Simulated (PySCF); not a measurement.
# Cl4H4Mg4 ((HMg-mu3-Cl)4 cubane): the cost of one run

Computed with PySCF 2.14.0 and routines of our own; the level stands in each step. Atoms count from 0.

### Step 1. The starting structure

12 atoms, charge 0, multiplicity 1; geometry from: GFN2-xTB.

### Step 2. Magnetic properties: GIAO B3LYP/def2-SVP

Job settings and geometry (Å):

```
{"job": {"kind": "mag", "xc": "B3LYP", "basis": "def2-SVP"}, "charge": 0, "multiplicity": 1}
Mg    -1.434220     1.374540     0.160430
H     -2.559700     2.453490     0.288690
Cl    -0.469840     0.265040     1.963110
Mg    -0.643610    -1.723110     0.766790
H     -1.150280    -3.076280     1.365790
Cl    -1.651550    -0.620220    -1.016640
Mg     0.461610    -0.262340    -1.920860
H      0.823180    -0.470590    -3.428080
Cl     0.655970     1.759710    -0.786180
Mg     1.617090     0.610760     0.994240
H      2.885160     1.092660     1.773080
Cl     1.466200    -1.403660    -0.160370
```

Level: GIAO B3LYP/def2-SVP magnetisability, rotational g tensor and spin-rotation constants, non-relativistic, gas phase.

Launch:

```console
$ OMP_NUM_THREADS=1 python excited_run.py task.json out
```

This one command runs all jobs of the session in turn.

**Question.** How long does this first job take on 1 thread of Arm Neoverse V1, shared host, and how much memory does it need?

About 45 s, with a peak of 0.75 GiB.
